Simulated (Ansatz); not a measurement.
**CH2BNO2: two geometries relaxed**

Program: Ansatz 0.2.0. Level of theory: RKS BHLYP-D4/def2-SVP. These are calculated values, not measurements.

## (1) The system as given

Bond lengths: N1–C2 1.202 Å, C2–O3 1.387 Å, O3–B4 1.504 Å, B4–O5 1.484 Å, B4–H6 1.165 Å, O5–H7 0.971 Å. Angles: N1–C2–O3 178.1°, C2–O3–B4 118.3°, O3–B4–O5 116.4°, O3–B4–H6 122.4°, O5–B4–H6 120.4°, B4–O5–H7 106.0°.

As a file:

```xyz
7

N     0.6702   -2.1207    1.9518
C     0.3214   -1.5400    0.9587
O    -0.0581   -0.9004   -0.2124
B     0.1596    0.5839   -0.3168
O    -0.2885    1.2285   -1.5761
H     0.4823    1.2336    0.5945
H    -1.2257    1.4470   -1.4455
```

## (2) Relaxing end A

The input, input.yaml:

```yaml
crystal:
  periodic: [false, false, false]
  atoms:
    - { symbol: "N", position_ang: [0.6702, -2.1207, 1.9518] }
    - { symbol: C, position_ang: [0.3214, -1.54, 0.9587] }
    - { symbol: O, position_ang: [-0.0581, -0.9004, -0.2124] }
    - { symbol: B, position_ang: [0.1596, 0.5839, -0.3168] }
    - { symbol: O, position_ang: [-0.2885, 1.2285, -1.5761] }
    - { symbol: H, position_ang: [0.4823, 1.2336, 0.5945] }
    - { symbol: H, position_ang: [-1.2257, 1.447, -1.4455] }
basis:
  gaussian: { orbitals: def2-SVP }
hamiltonian:
  xc: { name: BHLYP }
  dispersion: d4
relax:
  f_tol: 0.02
  max_steps: 50
output:
  orbitals: {}
```

Launch:

```
$ ansatz run input.yaml --threads 1 --pin off --max-ram 2048MiB --backend cpu --events-out ev --progress --plain --runs-dir out
```

**Question.** How long does this run take on 1 thread of Intel Xeon at 2.50GHz (Skylake/Cascade Lake), shared host, and how much memory does it need?

About 97 s, with a peak of 0.15 GiB.
